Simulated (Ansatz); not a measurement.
# HfB: a sweep of the PAW cutoff

The task here is to estimate one member of a computed series from the others.

Program: Ansatz 0.2.0. Level of theory: DFT, PBE, PAW with Ansatz's default frozen-core files, scalar-relativistic. These are calculated values, not measurements.

## Starting point

The structure is cubic, space group Fm-3m (No. 225). Conventional cell: a = 4.620 Å, b = 4.620 Å, c = 4.620 Å, α = 90.00°, β = 90.00°, γ = 90.00°. Hf (site symmetry m-3m) is surrounded by 6 B at 2.31 Å. B (site symmetry m-3m) is surrounded by 6 Hf at 2.31 Å.

Structure file:

```cif
data_structure
_symmetry_space_group_name_H-M 'P 1'
_symmetry_Int_Tables_number 1
_cell_length_a 3.2668
_cell_length_b 3.2668
_cell_length_c 3.2668
_cell_angle_alpha 60.000
_cell_angle_beta 60.000
_cell_angle_gamma 60.000
_cell_volume 24.65
loop_
_atom_site_label
_atom_site_type_symbol
_atom_site_fract_x
_atom_site_fract_y
_atom_site_fract_z
_atom_site_occupancy
Hf1 Hf 0.50000 0.50000 0.50000 1
B1 B 0.00000 0.00000 0.00000 1
```

The geometry is a database entry used as it stands. It may stem from high pressure or temperature, or be incomplete, so it serves as a test cell.

Atoms are numbered in the order of the input: Hf1, B2.

The first run:

Contents of input.yaml:

```yaml
crystal:
  lattice:
    - [0.0, 2.31, 2.31]
    - [2.31, 0.0, 2.31]
    - [2.31, 2.31, 0.0]
  atoms:
    - { symbol: Hf, position: [0.5, 0.5, 0.5] }
    - { symbol: B, position: [0.0, 0.0, 0.0] }
kpoints:
  mp_grid: { grid: [12, 12, 12] }
scf:
  occupations: { method: fermi_dirac, width: 0.03 }
hamiltonian:
  xc: pbe
  pseudopotentials: { kind: paw }
output:
  forces: true
  stress: true
  eigenvalues: true
  efg: { contact_densities: true }
basis:
  ecutwfc: 200
```

Steps of the session up to this table: With PAW files, cutoff 200 eV; With PAW files, cutoff 300 eV; With PAW files, cutoff 350 eV; With PAW files, cutoff 600 eV; With PAW files, cutoff 800 eV.

One table of the session follows, with a row left open; its other results are not shown here.

| cutoff (eV) | pressure (GPa) |
| --- | --- |
| 200 | 22.39 |
| 300 | ? |
| 350 | 30.00 |
| 600 | 29.84 |
| 800 | 29.83 |

Estimate the missing values for cutoff (eV) = 300.

Worked estimate for «pressure (GPa)». A straight line through the neighbours (200, 22.39) and (350, 30.00) gives 22.39 + (30.00 − 22.39) × (300 − 200) / (350 − 200) = 27.46; a parabola fitted to 3 rows on both sides gives 28.11.

**Answer.** pressure (GPa): 30.26. In «pressure (GPa)» the line misses by -2.80 and the parabola by -2.15.

Energies are those extrapolated to zero smearing.

Limits of these values: Spin-orbit coupling is left out, though the cell holds Hf; in elements this heavy it can shift bands and gaps by tenths of an eV. Warnings in the runs' records: gradients without spin orbit, cutoff below recommended.
